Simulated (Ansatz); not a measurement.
Write a Python script for Ansatz 0.2.0 through its Python package that makes a rigid scan of one bond length of CH4BrNSi, SMILES Br[SiH]1CN1. Level of theory (for the species named): r2scan0, def2-SVP basis, multiplicity 1.

```xyz
8

Br   -2.3413    0.6374   -0.5330
Si   -0.2063    0.7336   -0.5803
C     0.5990   -0.1198    0.8033
N     0.3414   -0.8707   -0.3561
H     0.4762    1.1353   -1.8479
H     1.6810    0.1149    0.9495
H     0.0809   -0.2711    1.7218
H    -0.5388   -1.4167   -0.2130
```

`ch4brnsi.py`:
```python
"""Stretching a bond of CH4BrNSi, the rest held rigid."""

import ansatz as az
import numpy as np

GEOMETRY = """
Br   -2.34130    0.63740   -0.53300
Si   -0.20630    0.73360   -0.58030
C     0.59900   -0.11980    0.80330
N     0.34140   -0.87070   -0.35610
H     0.47620    1.13530   -1.84790
H     1.68100    0.11490    0.94950
H     0.08090   -0.27110    1.72180
H    -0.53880   -1.41670   -0.21300
"""

mol = az.Crystal.molecule()
for line in GEOMETRY.strip().splitlines():
    symbol, *xyz = line.split()
    mol = mol.atom(symbol, [float(v) for v in xyz])

symbols = [site.symbol for site in mol.cartesian_sites]
start = np.array([site.position_ang for site in mol.cartesian_sites])
axis = (start[6] - start[2]) / np.linalg.norm(start[6] - start[2])
moving = [6]
lengths, energies = [0.938, 0.98, 1.023, 1.065, 1.108, 1.151, 1.193, 1.257], []
for length in lengths:
    xyz = start.copy()
    xyz[moving] += (length - np.linalg.norm(start[6] - start[2])) * axis
    point = az.Crystal.molecule()
    for symbol, place in zip(symbols, xyz):
        point = point.atom(symbol, place.tolist())
    calc = point.calculation().basis(gaussian="def2-SVP").functional("R2SCAN0")
    rep = calc.run(threads=1, pin="off").report
    energies.append(rep["free_energy_ev"])
    print(f"r = {length:6.3f} A  E = {energies[-1]:.5f} eV  <S^2> = {abs(rep['mean_field']['state']['spin_squared']):.3f}")

# quartic fit about the minimum
fit = np.polynomial.Polynomial.fit(lengths, np.array(energies) - min(energies), 4).convert()
roots = [r.real for r in fit.deriv().roots() if abs(r.imag) < 1e-9 and fit.deriv(2)(r.real) > 0]
r_e = min(roots, key=lambda r: abs(r - lengths[int(np.argmin(energies))]))
print(f"minimum of the fit at {r_e:.4f} A, force constant {fit.deriv(2)(r_e):.2f} eV/A^2")
```

Output of `python ch4brnsi.py`:
```text
r =  0.938 A  E = -80499.20543 eV  <S^2> = 0.000
r =  0.980 A  E = -80499.50281 eV  <S^2> = 0.000
r =  1.023 A  E = -80499.68632 eV  <S^2> = 0.000
r =  1.065 A  E = -80499.77204 eV  <S^2> = 0.000
r =  1.108 A  E = -80499.78448 eV  <S^2> = 0.000
r =  1.151 A  E = -80499.73734 eV  <S^2> = 0.000
r =  1.193 A  E = -80499.64668 eV  <S^2> = 0.000
r =  1.257 A  E = -80499.44615 eV  <S^2> = 0.000
minimum of the fit at 1.0939 A, force constant 34.77 eV/A^2
```

Caveats:
- These settings explore the input space; basis and method may be short of convergence.
- The rest of the molecule is held rigid at a force-field or estimated start geometry, and the basis set is modest; single-reference methods fail as a bond breaks.
- The orbitals are restricted, so S² is zero by construction.
- It ran for 48 s on 1 thread of Arm Neoverse V2, with other jobs on the host, peak memory 0.29 GiB.
